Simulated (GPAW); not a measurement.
Crystal: RhN.

```xyz
2
Lattice="2.9628 0.0000 0.0000 -1.4814 2.5659 0.0000 0.0000 0.0000 2.8916" Properties=species:S:1:pos:R:3 pbc="T T T"
Rh    0.0000    0.0000    0.0000
N     1.4814    0.8553    1.4458
```

The cell comes from a database or a generator and needn't be the stable form of this composition.

Base run:

| Item | Value |
| --- | --- |
| Program | GPAW 26.7.0 |
| Functional | PBE |
| Potentials or basis | GPAW PAW data sets (gpaw-data 1.2.1) |
| Cutoff | 800 eV |
| Basis | pw |
| k mesh | 7 × 7 × 7 |
| Occupations | gaussian, width 0.05 eV |
| Spin | collinear spin, random start |
| Starting moments | [0.39, 0.0] μB |
| Hubbard terms | Rh d U = 7 eV |

Its results: band gap on the k mesh none (metal or under the smearing width); pressure 10.9 GPa; net moment 0.42 μB per cell; site moments Rh +1.18; N -0.32 μB.

Question: The run is repeated on the same cell with these changes: hubbard terms from Rh d U = 7 eV to Rh d U = 2 eV; moments at the start from [0.39, 0.0] to [0.14, 0.0]. What comes out?

Answer: Band gap on the k mesh none (metal or under the smearing width); pressure -10.9 GPa; net moment 0.05 μB per cell; site moments Rh +0.06; N -0.00 μB.
